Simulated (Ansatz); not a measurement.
# MgO: the cell at several levels of theory

One table from this session's results is given with a row withheld; the runs are named, their logs left out.

Program: Ansatz 0.2.0. PAW datasets, plane waves, zero pressure. Spin-unpolarised throughout; all numbers are computed.

### The cell

This is the cell as the run starts from it, not yet at rest; its lengths are not the crystal's.

The symmetry is Fm-3m (No. 225, cubic); conventional cell a = 4.020 Å, 8.12 Å³ an atom. Mg has 6 O at 2.01 Å; O has 6 Mg at 2.01 Å.

As a file:

```xyz
2
Lattice="0.0000 2.0098 2.0098 2.0098 0.0000 2.0098 2.0098 2.0098 0.0000" Properties=species:S:1:pos:R:3 pbc="T T T"
Mg    0.0000    0.0000    0.0000
O     2.0098    2.0098    2.0098
```

The first run:

The input, input.yaml:

```yaml
crystal:
  lattice:
    - [0.0, 2.009781, 2.009781]
    - [2.009781, 0.0, 2.009781]
    - [2.009781, 2.009781, 0.0]
  atoms:
    - { symbol: Mg, position: [0.0, 0.0, 0.0] }
    - { symbol: O, position: [0.5, 0.5, 0.5] }
kpoints:
  mp_grid: { grid: [10, 10, 10] }
hamiltonian:
  xc: pbe
scf:
  occupations: { method: fermi_dirac, width: 0.02 }
relax:
  f_tol: 0.005
  cell: {}
```

Launch:

```
$ ansatz run input.yaml --threads 4 --pin off --max-ram 7372MiB --backend cpu --events-out ev --progress --plain --runs-dir out
```

Among the steps run: Relaxation with PBE; r2SCAN: cell and atoms; Relaxing with PBEsol; LDA: cell and atoms; Relaxing with HSE06.

One table of the session follows, with a row left open; its other results are not shown here.

It belongs to the step «The cells side by side». 

| level | a (Å) | volume (Å³/atom) |
| --- | --- | --- |
| PBE | ? | ? |
| r2SCAN | 4.204 | 9.290 |
| PBEsol | 4.214 | 9.355 |
| LDA | 4.159 | 8.994 |
| HSE06 | 4.201 | 9.271 |

**Question.** Estimate the row for PBE.

**Answer.** a (Å): 4.253; volume (Å³/atom): 9.619. In the column «a (Å)» it is the highest.
